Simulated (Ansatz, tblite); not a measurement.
# Al(PF3)H3 (AlF3H3P): rung by rung

One table from this session's results is given with a row withheld; the runs are named, their logs left out.

Computed with Ansatz 0.2.0, Gaussian basis. Level: as each input shows.

Levels to be run: GFN1-xTB, GFN2-xTB, PBE-D4/def2-TZVP, r2SCAN-D4/def2-TZVP, r2SCANh-D4/def2-TZVP, HSE06-D4/def2-TZVP, HF/def2-TZVP, BLYP-D4/def2-TZVP, BHLYP-D4/def2-TZVP, B97M-V/def2-TZVP, CAM-B3LYP-D4/def2-TZVP, PBE-D4/def2-SVP, PBE0-D4/def2-SVP, HF/6-31G, B3LYP-D4/6-31G, PBE0-D4/def2-TZVPD, PBE-D4/def2-TZVPD, r2SCAN-D4/def2-TZVPD, CCSD(T)/def2-TZVPP, MP2/def2-TZVP, RPA/def2-TZVP.

## The relaxed structure

The geometry is that of the singlet, from an earlier relaxation (PBE0-D4/def2-SVP).

8 atoms, charge 0, spin multiplicity 1.

Bond lengths: Al1–P2 2.507 Å, Al1–H6 1.597 Å, Al1–H7 1.596 Å, Al1–H8 1.596 Å, P2–F3 1.576 Å, P2–F4 1.576 Å, P2–F5 1.576 Å. Angles: P2–Al1–H6 92.7°, P2–Al1–H7 94.1°, P2–Al1–H8 93.5°, H6–Al1–H7 119.6°, H6–Al1–H8 119.5°, H7–Al1–H8 119.8°, Al1–P2–F3 118.9°, Al1–P2–F4 118.0°, Al1–P2–F5 117.6°, F3–P2–F4 99.5°, F3–P2–F5 99.5°, F4–P2–F5 99.6°.

PBE0-D4/def2-TZVP was run before; its log isn't repeated, and its numbers join the tables.

Set-up of the first run:

Tight binding, by tblite at 300 K electronic temperature and without a spin-polarisation term:

```python
tblite.interface.Calculator('GFN1-xTB', numbers, positions, charge=0, uhf=0).singlepoint()
```

Tight binding, by tblite at 300 K electronic temperature and without a spin-polarisation term:

```python
tblite.interface.Calculator('GFN2-xTB', numbers, positions, charge=0, uhf=0).singlepoint()
```

start.molden holds the orbitals of an earlier run on this state, given as this run's starting guess.

in.yaml reads:

```yaml
crystal:
  periodic: [false, false, false]
  atoms:
    - {symbol: Al, position_ang: [-0.005504, 0.005641, -1.496532]}
    - {symbol: P, position_ang: [-0.003428, -0.000578, 1.010707]}
    - {symbol: F, position_ang: [-1.380481, 0.080984, 1.772946]}
    - {symbol: F, position_ang: [0.774679, 1.150788, 1.753843]}
    - {symbol: F, position_ang: [0.623433, -1.250905, 1.736489]}
    - {symbol: H, position_ang: [1.588689, -0.045749, -1.572685]}
    - {symbol: H, position_ang: [-0.755581, 1.410046, -1.606740]}
    - {symbol: H, position_ang: [-0.841797, -1.350238, -1.598027]}
basis:
  gaussian: {orbitals: def2-TZVP, initial_orbitals: start.molden}
hamiltonian: {xc: pbe, dispersion: d4}
scf: {omitted_lower_state_checks: [starts]}
output: {orbitals: {seedname: orbitals}}
```

On the command line:

```bash
$ ansatz run in.yaml --threads 4 --pin off --events-out ev --progress --plain --max-ram 3916MiB
```

Among the steps run: PBE-D4/def2-TZVP; r2SCAN-D4/def2-TZVP; r2SCANh-D4/def2-TZVP; HSE06-D4/def2-TZVP; HF/def2-TZVP; BLYP-D4/def2-TZVP; BHLYP-D4/def2-TZVP; B97M-V/def2-TZVP; CAM-B3LYP-D4/def2-TZVP; PBE-D4/def2-SVP; PBE0-D4/def2-SVP; HF/6-31G; B3LYP-D4/6-31G; PBE0-D4/def2-TZVPD; PBE-D4/def2-TZVPD; r2SCAN-D4/def2-TZVPD; CCSD(T)/def2-TZVPP; MP2/def2-TZVP; RPA/def2-TZVP.

One table of the session follows, with a row left open; its other results are not shown here.

```
                 level  HOMO (eV)  gap (eV)
              HF/6-31G     -12.01     14.01
          HF/def2-TZVP          ?         ?
       PBE-D4/def2-SVP      -7.22      5.47
      PBE-D4/def2-TZVP      -7.28      5.17
     PBE-D4/def2-TZVPD      -7.30      5.11
     BLYP-D4/def2-TZVP      -7.19      5.22
   r2SCAN-D4/def2-TZVP      -7.59      5.67
  r2SCAN-D4/def2-TZVPD      -7.59      5.63
      B97M-V/def2-TZVP      -7.67      5.70
  r2SCANh-D4/def2-TZVP      -8.05      6.46
        B3LYP-D4/6-31G      -8.64      7.30
      PBE0-D4/def2-SVP      -8.54      7.63
     PBE0-D4/def2-TZVP      -8.54      7.33
    PBE0-D4/def2-TZVPD      -8.55      7.26
    HSE06-D4/def2-TZVP      -8.14      6.54
    BHLYP-D4/def2-TZVP      -9.77      9.58
CAM-B3LYP-D4/def2-TZVP      -9.96      9.88
```

Estimate the missing values for HF/def2-TZVP.

The run gave: HOMO (eV): -11.68; gap (eV): 14.05. In the column «HOMO (eV)» it lies between HF/6-31G (-12.01) and CAM-B3LYP-D4/def2-TZVP (-9.96).
